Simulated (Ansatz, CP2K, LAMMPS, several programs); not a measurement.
Energy against volume for C (diamond), at fixed shape and fractional coordinates, computed by several methods (PBE and r2SCAN, where shown, with plane waves in Ansatz); the cell shown is that of r2SCAN. Space group Fd-3m (No. 227), cubic; a = 3.560 Å in the conventional setting, 5.64 Å³ an atom. C has 4 C at 1.54 Å. Calculated for a static, non-magnetic cell. Energies count from each curve's lowest point; fits are third-order Birch-Murnaghan.

```
C
1.0
     0.00000    1.78012    1.78012
     1.78012    0.00000    1.78012
     1.78012    1.78012    0.00000
C
2
Direct
  0.00000 0.00000 0.00000
  0.25000 0.25000 0.25000
```

**Question.** PBE/SZV (CP2K), on the shape of the cell shown, gives

| V (Å³/atom) | E (meV/atom) |
| --- | --- |
| 4.964 | 199.35 |
| 5.302 | 56.84 |
| 5.641 | 0.00 |
| 5.979 | 8.56 |
| 6.318 | 67.26 |

What equilibrium volume and bulk modulus follow?

**Answer.** V₀ = 5.76 Å³ an atom and B₀ = 478 GPa.

**Question.** PBE/DZVP (CP2K), on the shape of the cell shown, gives

| V (Å³/atom) | E (meV/atom) |
| --- | --- |
| 4.964 | 162.29 |
| 5.302 | 43.08 |
| 5.641 | 0.00 |
| 5.979 | 14.58 |
| 6.318 | 72.91 |

What equilibrium volume and bulk modulus follow?

**Answer.** V₀ = 5.71 Å³ an atom and B₀ = 432 GPa.

CH.rebo (LAMMPS), on the shape of its own relaxed cell:

| V (Å³/atom) | E (meV/atom) |
| --- | --- |
| 5.327 | 31.65 |
| 5.497 | 7.46 |
| 5.667 | 0.00 |
| 5.837 | 6.65 |
| 6.007 | 25.20 |

V₀ = 5.67 Å³ an atom and B₀ = 442 GPa.

**Question.** SiCGe.tersoff (LAMMPS), on the shape of its own relaxed cell, gives
```csv
V (Å³/atom),E (meV/atom)
5.327,29.99
5.497,7.12
5.667,0.00
5.837,6.45
6.007,24.62
```
What equilibrium volume and bulk modulus follow?

**Answer.** V₀ = 5.67 Å³ an atom and B₀ = 426 GPa.

PBE, on the shape of its own relaxed cell:
```
V (Å³/atom)  E (meV/atom)
      5.353         30.50
      5.524          7.27
      5.695          0.00
      5.866          6.55
      6.036         25.20
```
V₀ = 5.70 Å³ an atom and B₀ = 432 GPa.
